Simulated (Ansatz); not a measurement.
# SnAs: the cost of one run

Computed with Ansatz 0.2.0 (DFT r2SCAN, scalar-relativistic, plane waves, PAW, unless a step's input says otherwise).

The COD entry's cell or inner coordinates are ideal or old and differ from later refinements, so a difference from it is no clean test against experiment.

1 further run of the same task is left out (set aside as unsound or not needed).

## (1) The system as given

The structure is cubic, space group Fm-3m (No. 225). The conventional cell has a = 5.749 Å, b = 5.749 Å, c = 5.749 Å, α = 90.00°, β = 90.00°, γ = 90.00°. Around Sn (site symmetry m-3m) lie 6 As at 2.87 Å. As (site symmetry m-3m) is surrounded by 6 Sn at 2.87 Å.

Structure file:

```cif
data_structure
_symmetry_space_group_name_H-M 'Fm-3m'
_symmetry_Int_Tables_number 225
_cell_length_a 5.7485
_cell_length_b 5.7485
_cell_length_c 5.7485
_cell_angle_alpha 90.000
_cell_angle_beta 90.000
_cell_angle_gamma 90.000
_cell_volume 189.96
loop_
_atom_site_label
_atom_site_type_symbol
_atom_site_symmetry_multiplicity
_atom_site_Wyckoff_symbol
_atom_site_fract_x
_atom_site_fract_y
_atom_site_fract_z
_atom_site_occupancy
Sn1 Sn 4 a 0.00000 0.00000 0.00000 1
As1 As 4 b 0.50000 0.00000 0.00000 1
```

This cell was relaxed beforehand with the same method: volume 23.75 Å³/atom, gap on the mesh none (metal).

## (2) Bands, states and charges

Contents of input.yaml:

```yaml
crystal:
  lattice:
    - [0.0, 2.8742580767, 2.8742580767]
    - [2.8742580767, 0.0, 2.8742580767]
    - [2.8742580767, 2.8742580767, 0.0]
  atoms:
    - { symbol: Sn, position: [0.0, 0.0, 0.0] }
    - { symbol: As, position: [0.5, 0.5, 0.5] }
basis:
  ecutwfc: 500
kpoints:
  mp_grid: { grid: [12, 12, 12] }
  band_path:
    path:
      - [[0.0, 0.0, 0.0], [0.5, 0.0, 0.5], [0.625, 0.25, 0.625]]
      - [[0.375, 0.375, 0.75], [0.0, 0.0, 0.0], [0.5, 0.5, 0.5], [0.5, 0.25, 0.75], [0.5, 0.0, 0.5]]
    npoints: 14
hamiltonian:
  xc: r2scan
scf:
  occupations: { method: gaussian, width: 0.1 }
  n_extra_bands: 6
output:
  forces: true
  stress: true
  eigenvalues: true
  populations: true
  dos: { projected: true, de: 0.02, nscf_kmesh: { grid: [18, 18, 18] } }
  bader: true
```

Started as:

```console
ansatz run input.yaml --threads 1 --pin off --max-ram 2560MiB --backend cpu --events-out ev --progress --plain --runs-dir out
```

What time and memory should one allow on 1 thread of Intel Xeon Platinum 8488C (Sapphire Rapids), shared host?

About 23 s, with a peak of 0.61 GiB.
